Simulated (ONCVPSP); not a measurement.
# Pseudopotential generation for Re: ONCV, PBE

Aim: build the potential from the settings below, then test how well it stands in for the atom: other configurations, scattering, ghost states and the plane-wave cutoff that it needs.

Program: ONCVPSP 4.0.1. Reference atom: PBE, scalar-relativistic, spherical and spin-unpolarised. All values are calculated.

## Step 1: The atom and the settings

The settings as typed:

```json
{
  "element": "rhenium (Re, Z = 75)",
  "type": "optimised norm-conserving Vanderbilt (ONCV)",
  "frozen core": "[Kr] 4d10 4f14",
  "valence charge": "15",
  "reference configuration": "5s2 5p6 5d5 6s2",
  "partial waves": "5s+6s: rc 1.60 bohr, ncon 3, nbas 6, qcut 9.2 1/bohr, 2 projectors; 5p: rc 2.00 bohr, ncon 4, nbas 8, qcut 6.9 1/bohr, 1 projector; 5d: rc 2.25 bohr, ncon 4, nbas 8, qcut 8.4 1/bohr, 1 projector",
  "local potential": "polynomial inside 1.25 bohr (lpopt 3, dvloc0 0 Ha)",
  "core correction": "not asked for"
}
```

The nodes and maxima of the atom's own shells, from an earlier all-electron run, set the scale for the radii.

All-electron outer shells of the reference configuration (PBE, scalar-relativistic, ld1.x):

| shell | level (eV) | outermost node (bohr) | outermost maximum (bohr) |
| --- | --- | --- | --- |
| 5s | -85.25 | 0.52 | 0.93 |
| 5p | -47.01 | 0.56 | 1.06 |
| 4f | -42.31 | – | 0.41 |
| 6s | -5.94 | 1.24 | 2.57 |
| 5d | -5.37 | 0.62 | 1.41 |
| 6p | -1.32 | 1.48 | 3.65 |

## Step 2: Generating the potential

File Re.dat:

```
# ATOM AND REFERENCE CONFIGURATION
# atsym  z   nc   nv     iexc    psfile
  Re 75.00   10    4        4      upf
#
#   n    l    f
    1    0    2.00
    2    0    2.00
    2    1    6.00
    3    0    2.00
    3    1    6.00
    3    2   10.00
    4    0    2.00
    4    1    6.00
    4    2   10.00
    4    3   14.00
    5    0    2.00
    5    1    6.00
    5    2    5.00
    6    0    2.00
#
# PSEUDOPOTENTIAL AND OPTIMIZATION
# lmax
    2
#
#   l,   rc,      ep,       ncon, nbas, qcut
    0    1.60    0.00    3    6    9.20
    1    2.00    0.00    4    8    6.90
    2    2.25    0.00    4    8    8.40
#
# LOCAL POTENTIAL
# lloc, lpopt,  rc(5),   dvloc0
    4    3    1.25    0.00
#
# VANDERBILT-KLEINMAN-BYLANDER PROJECTORs
# l, nproj, debl
    0    2    1.50
    1    1    1.10
    2    1    3.20
#
# MODEL CORE CHARGE
# icmod, fcfact, rcfact
    0    0.00    0.00
#
# LOG DERIVATIVE ANALYSIS
# epsh1, epsh2, depsh
   -5.00    5.00    0.04
#
# OUTPUT GRID
# rlmax, drl
    6.00    0.01
#
# TEST CONFIGURATIONS
# ncnf
    4
# nvcnf
#   n    l    f
    4
    5    0    2.00
    5    1    6.00
    5    2    5.00
    6    0    1.00
#
    4
    5    0    2.00
    5    1    6.00
    5    2    5.00
    6    0    0.00
#
    4
    5    0    2.00
    5    1    6.00
    5    2    4.00
    6    0    0.00
#
    4
    5    0    2.00
    5    1    6.00
    5    2    4.00
    6    0    2.00
#
```

Launch:

```bash
$ oncvpsp.x < Re.dat > Re.out
```

What does the calculation give? Wanted: cutoffs for 1 and 0.1 mHa per electron, occupied waves; bound ghosts; GHOST(+) flags; largest test error; largest phase difference near zero energy, channels read.

As calculated:

| quantity | value |
| --- | --- |
| cutoffs for 1 and 0.1 mHa per electron, occupied waves | 26 Ha and 31 Ha |
| bound ghosts | none found |
| GHOST(+) flags | s at 321 eV |
| largest test error (AE − PS) | +3.4 meV, for 5s2 5p6 5d4 6s0 |
| largest phase difference near zero energy, channels read | 0.138 rad |

In words: The worst unpolarised test, 5s2 5p6 5d4 6s0, is off by 3.4 meV on 52.7 eV; by total energies transferability rates as very good. By its cutoff, 26 Ha for the looser tolerance, it is of middling hardness. No bound ghost shows below the valence levels. Of the channels read, p scatters worst near zero energy, by up to 0.14 rad. The program also flags highly localised states, GHOST(+) (s). Note that the frozen 4f shell (-42 eV) lies higher than the valence 5s shell (-85 eV). All of this concerns the isolated atom, not yet a solid.
